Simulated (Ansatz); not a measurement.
## GeH₄S₂Se, SMILES [SH][GeH]([SH])[SeH]: a polarisability from point charges, step by step

Program: Ansatz's Python interface.

Run as a notebook:

```python
import ansatz as az
import numpy as np

config = {
    "basis": "def2-SVPD",
    "method": "mp2",
}
```

```python
GEOMETRY = """
S    -0.73500    1.21700   -1.36790
Ge    0.20950    0.45270    0.43250
S     2.23170   -0.21440   -0.10250
Se   -0.94840   -1.36240    1.25210
H    -1.96720    1.51990   -0.68750
H     0.28830    1.57620    1.51650
H     1.80150   -1.14560   -1.01860
H    -0.78830   -2.10060   -0.08040
"""

molecule = az.Crystal.molecule()
for line in GEOMETRY.strip().splitlines():
    symbol, *xyz = line.split()
    molecule = molecule.atom(symbol, [float(v) for v in xyz])

job = (
    molecule.calculation()
    .basis(gaussian=config["basis"])
    .correlation(config["method"])
    .forces()
)
centre = np.mean([site.position_ang for site in molecule.cartesian_sites], axis=0)
field = 2 * 14.399645 * 4.0 / 30.0 ** 2
```

```python
def dipole(axis, sign):
    arm = 30.0 * np.eye(3)[axis]
    pair = [{"charge": sign * 4.0, "position_ang": (centre - arm).tolist()}, {"charge": -sign * 4.0, "position_ang": (centre + arm).tolist()}]
    deck = job.input().set(az.key.basis.gaussian.point_charges, pair)
    return np.array(az.Session.from_dict(deck).plan().execute().report["charge_distribution"]["dipole_moment_e_ang"])
```

```python
print(f"field {field:.4f} V/A")
alpha = np.array([(dipole(axis, 1) - dipole(axis, -1)) / (2 * field) * 14.399645 for axis in range(3)])
print("polarisability tensor (A^3)")
print(np.array2string(alpha, precision=3, suppress_small=True))
print(f"mean {np.trace(alpha) / 3:.3f} A^3 = {np.trace(alpha) / 3 / 0.14818471:.2f} bohr^3")
```

    field 0.1280 V/A
    polarisability tensor (A^3)
    [[16.368 -0.041 -0.398]
     [-0.03  15.215 -1.738]
     [-0.383 -1.737 14.424]]
    mean 15.336 A^3 = 103.49 bohr^3

The geometry is a force-field or estimated start, not a minimum of this method, and the basis set is short of its limit. The field of two point charges is only nearly even. It ran for 2.5 min on 1 thread of Arm Neoverse V2, on a shared host, peak memory 0.63 GiB.

(Lines on the test bed's own set-up are left out of the output.)
